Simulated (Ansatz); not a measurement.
# FH₂NSn: ionisation energy by level of theory

How much energy removes an electron from FH₂NSn at fixed geometry? The cation is run at each level and the neutral's energy taken from earlier runs.

Method: unrestricted cation, the program's frozen cores in correlated methods; program: Ansatz 0.2.0, Gaussian basis.

The runs, in order: UKS PBE-D4/def2-TZVPP; UKS r2SCAN-D4/def2-TZVPP; UKS PBE0-D4/def2-TZVPP; UKS B3LYP-D4/def2-TZVPP; UKS wB97X-V/def2-TZVPP; UKS wB97M-V/def2-TZVPP; UKS B2PLYP/def2-TZVPP; UHF-CCSD(T)/def2-TZVPP; UHF-MP2/def2-QZVPP; extrapolation to the limit; then −ε(HOMO) from the neutral's earlier runs with LDA (SPW92), PBE-D4, revPBE-D4, BLYP-D4, r2SCAN-D4, B97M-V, PBE0-D4, B3LYP-D4, r2SCANh-D4, r2SCAN0-D4, HSE06-D4, BHLYP-D4, CAM-B3LYP-D4, LC-ωPBE, ωB97X-V, ωB97M-V.

### 1 Structure used throughout

All runs share one geometry, relaxed beforehand with PBE0-D4 in a triple-zeta def2 set. Sn takes the def2 core potential; no spin-orbit term is included.

SMILES `[NH2][Sn][F]`, 5 atoms, charge 0, spin multiplicity 1.

Atoms are counted from 1 here; the program's logs count them from 0.

Bond lengths: N1–Sn2 2.003 Å, N1–H4 1.008 Å, N1–H5 1.010 Å, Sn2–F3 1.951 Å. Angles: Sn2–N1–H4 126.2°, Sn2–N1–H5 121.8°, H4–N1–H5 112.0°, N1–Sn2–F3 92.0°.

Coordinates:

```xyz
5
charge 0, multiplicity 1
N    -0.3029    0.4955   -0.3933
Sn    0.3389   -0.0537    1.4232
F     0.9669   -1.7759    0.7543
H    -0.7468    1.3693   -0.6291
H    -0.2062   -0.1089   -1.1966
```

### 2 Cation, UKS PBE-D4/def2-TZVPP

The input, in.yaml:

```yaml
crystal:
  periodic: [false, false, false]
  atoms:
    - {symbol: N, position_ang: [-0.302943, 0.495514, -0.393332]}
    - {symbol: Sn, position_ang: [0.338932, -0.053665, 1.423233]}
    - {symbol: F, position_ang: [0.966948, -1.775887, 0.754336]}
    - {symbol: H, position_ang: [-0.746802, 1.369304, -0.629108]}
    - {symbol: H, position_ang: [-0.206235, -0.108867, -1.196629]}
basis:
  gaussian: {orbitals: def2-TZVPP}
total_charge: 1
magnetization: {spin_polarized: true, initial_magnetization: 1}
hamiltonian: {xc: pbe, dispersion: d4}
```

The runs that follow: Cation, UKS r2SCAN-D4/def2-TZVPP; Cation, UKS PBE0-D4/def2-TZVPP; Cation, UKS B3LYP-D4/def2-TZVPP; Cation, UKS wB97X-V/def2-TZVPP; Cation, UKS wB97M-V/def2-TZVPP; Cation, UKS B2PLYP (frozen core)/def2-TZVPP; Cation, UHF-CCSD(T)/def2-TZVPP; Cation, UHF-MP2/def2-QZVPP.

Before running them: what should the planned runs give, taken together? Wanted: ionisation energy, CCSD(T)/CBS; nearest functional by difference; nearest −ε(HOMO); −ε(HOMO) of PBE; T1 of the cation.

As calculated:

| quantity | value |
| --- | --- |
| ionisation energy, CCSD(T)/CBS | 9.93 eV |
| nearest functional by difference | B3LYP-D4 (-0.11 eV) |
| nearest −ε(HOMO) | ωB97X-V (-0.04 eV) |
| −ε(HOMO) of PBE | 6.26 eV |
| T1 of the cation | 0.017 |

What this shows: By cation minus neutral, the functionals miss by 0.29 eV at most. The PBE orbital energy is 3.7 eV too small: a semilocal HOMO is no ionisation energy. Among orbital estimates ωB97X-V comes nearest. Hartree-Fock falls 1.65 eV short, as the neutral has more correlation energy than the cation. Correlated methods include outer-core shells of Sn, which these sets cover unevenly. With outer-core shells in play the reference is unsure by up to some tenths of an eV, so close misses can't be ranked.
